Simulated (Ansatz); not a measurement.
# YbNi2: the cost of one run

All numbers are computed with the Python package of Ansatz 0.2.0. The levels of theory stand in the script.

### 1 The system

The structure is cubic, space group Fd-3m (No. 227). Conventional cell: a = 7.099 Å, b = 7.099 Å, c = 7.099 Å, α = 90.00°, β = 90.00°, γ = 90.00°. Around Yb (site symmetry -43m) lie 12 Ni at 2.94 Å and 4 Yb at 3.07 Å. Ni (site symmetry -3m) is surrounded by 6 Ni at 2.51 Å.

The script holds or builds the structure itself.

### 2 Script

Input file ybni2_lattice.py:

```python
# -*- coding: utf-8 -*-
"""Relaxed cell of YbNi2 under several functionals."""

import ansatz as az
from ase import Atoms
import numpy as np

def edges_and_angles(cell):
    cell = np.asarray(cell)
    a, b, c = np.linalg.norm(cell, axis=1)
    cosines = cell[1] @ cell[2] / (b * c), cell[0] @ cell[2] / (a * c), cell[0] @ cell[1] / (a * b)
    return (a, b, c, *np.degrees(np.arccos(cosines)))

atoms = Atoms(
    ["Yb", "Yb", "Ni", "Ni", "Ni", "Ni"],
    scaled_positions=[
        (0.0, 0.0, 0.0),
        (0.25, 0.25, 0.25),
        (0.625, 0.625, 0.625),
        (0.125, 0.625, 0.625),
        (0.625, 0.625, 0.125),
        (0.625, 0.125, 0.625),
    ],
    cell=[
        (0.0, 3.5495, 3.5495),
        (3.5495, 0.0, 3.5495),
        (3.5495, 3.5495, 0.0),
    ],
    pbc=True,
)
atoms.set_initial_magnetic_moments([0.0, 0.0, 1.0, -1.0, 1.0, -1.0])
cell = az.Crystal.from_ase(atoms)

calc = (
    cell.calculation()
    .mixing("broyden", preconditioner="local_kerker")
    .scf(max_iterations=100)
    .initial_density(normalization="atom")
    .spin("collinear")
    .basis(35 * az.Ry, xc_grid=1)
    .kpoints(8, center="monkhorst-pack")
    .occupations(az.OccupationsMethod.COLD, width=0.01)
    .relax(cell=True)
)

levels = [("pbesol", "none"), ("blyp", "d3bj"), ("pbesol", "d3bj")]
print("level            a       b       c    alpha   beta  gamma  V/atom  steps")
for name, dispersion in levels:
    seen = []
    run = calc.functional(name, dispersion=dispersion).session().plan()
    out = run.execute(on_event=lambda e: seen.append(e) if e["event"] == "relax_step" else None)
    cell = out.lattice.cell_ang
    label = name if dispersion == "none" else f"{name}+{dispersion}"
    print("{:13s} {:7.4f} {:7.4f} {:7.4f} {:6.2f} {:6.2f} {:6.2f}".format(label, *edges_and_angles(cell)), f"{abs(np.linalg.det(cell)) / len(out.lattice.sites):7.3f} {len(seen):5d}")
```

### 3 The calls as engine input

The engine receives this input (first run):

```yaml
crystal:
  lattice:
    - [0.0, 3.5495, 3.5495]
    - [3.5495, 0.0, 3.5495]
    - [3.5495, 3.5495, 0.0]
  atoms:
    - { symbol: Yb, position: [0.0, 0.0, 0.0], spin: 0.0 }
    - { symbol: Yb, position: [0.25, 0.25, 0.25], spin: 0.0 }
    - { symbol: Ni, position: [0.6250000000000001, 0.6250000000000001, 0.6250000000000001], spin: 1.0 }
    - { symbol: Ni, position: [0.12499999999999993, 0.6250000000000001, 0.6250000000000001], spin: -1.0 }
    - { symbol: Ni, position: [0.6250000000000001, 0.6250000000000001, 0.12500000000000006], spin: 1.0 }
    - { symbol: Ni, position: [0.6250000000000001, 0.125, 0.625], spin: -1.0 }
basis:
  ecutwfc: 476.19925930478996
  xc_grid: 1
kpoints:
  mp_grid:
    grid: [8, 8, 8]
    shift: [0.5, 0.5, 0.5]
hamiltonian:
  xc: pbesol
  dispersion: none
magnetization:
  spin_polarized: true
scf:
  max_iter: 100
  mixing:
    algorithm: broyden
    preconditioner: local_kerker
  occupations:
    method: cold
    width: 0.01
  initial_density:
    normalization: atom
relax:
  cell: {}
```

### 4 Running it

Command:

```bash
python ybni2_lattice.py
```

What time and memory should one allow on 1 thread of Arm Neoverse V1, shared host?

About 78 min, with a peak of 1.7 GiB.
